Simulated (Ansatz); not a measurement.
# TePd: the cost of one run

Program: Ansatz 0.2.0. Level of theory: DFT r2SCAN, scalar-relativistic, plane waves, PAW. These are calculated values, not measurements.

3 further runs of the same task are left out: 2 that didn't finish, 1 set aside as unsound or not needed.

### 1 The structure to begin with

Symmetry: P6_3/mmc, No. 194, hexagonal system. Conventional cell: a = 4.182 Å, b = 4.182 Å, c = 5.739 Å, α = 90.00°, β = 90.00°, γ = 120.00°. Te (site symmetry -6m2) has 6 Pd at 2.81 Å as nearest neighbours. Pd (site symmetry -3m) is surrounded by 6 Te at 2.81 Å and 2 Pd at 2.87 Å.

Coordinates:

```
Te Pd
1.0
     4.18229    0.00000    0.00000
    -2.09114    3.62197    0.00000
     0.00000    0.00000    5.73893
Te Pd
2 2
Cartesian
  0.0000 2.4146 1.4347
  2.0911 1.2073 4.3042
  0.0000 0.0000 0.0000
  0.0000 0.0000 2.8695
```

This cell was relaxed beforehand with the same method: volume 21.73 Å³/atom, gap on the mesh none (metal).

### 2 Bands, states and charges

The input, input.yaml:

```yaml
crystal:
  lattice:
    - [4.1822878571, 0.0, 0.0]
    - [-2.0911439285, 3.6219675302, 0.0]
    - [0.0, 0.0, 5.7389270232]
  atoms:
    - { symbol: Te, position: [0.3333333333, 0.6666666667, 0.25] }
    - { symbol: Te, position: [0.6666666667, 0.3333333333, 0.75] }
    - { symbol: Pd, position: [0.0, 0.0, 0.0] }
    - { symbol: Pd, position: [0.0, 0.0, 0.5] }
basis:
  ecutwfc: 500
kpoints:
  mp_grid: { grid: [12, 12, 8] }
  band_path:
    path:
      - [[0.0, 0.0, 0.0], [0.5, 0.0, 0.0], [0.33333333, 0.33333333, 0.0], [0.0, 0.0, 0.0], [0.0, 0.0, 0.5], [0.5, 0.0, 0.5], [0.33333333, 0.33333333, 0.5], [0.0, 0.0, 0.5]]
      - [[0.5, 0.0, 0.5], [0.5, 0.0, 0.0]]
      - [[0.33333333, 0.33333333, 0.5], [0.33333333, 0.33333333, 0.0]]
    npoints: 14
hamiltonian:
  xc: r2scan
scf:
  occupations: { method: gaussian, width: 0.1 }
  n_extra_bands: 10
output:
  forces: true
  stress: true
  eigenvalues: true
  populations: true
  dos: { projected: true, de: 0.02, nscf_kmesh: { grid: [18, 18, 12] } }
  bader: true
  write_density: true
  write_potential: true
  elf: true
  volumetric_format: npy
```

On the command line:

```sh
ansatz run input.yaml --threads 1 --pin off --max-ram 2560MiB --backend cpu --events-out ev --progress --plain --runs-dir out
```

**Question.** How long does this run take on 1 thread of Arm Neoverse V2, shared host, and how much memory does it need?

About 2.4 min, with a peak of 1 GiB.
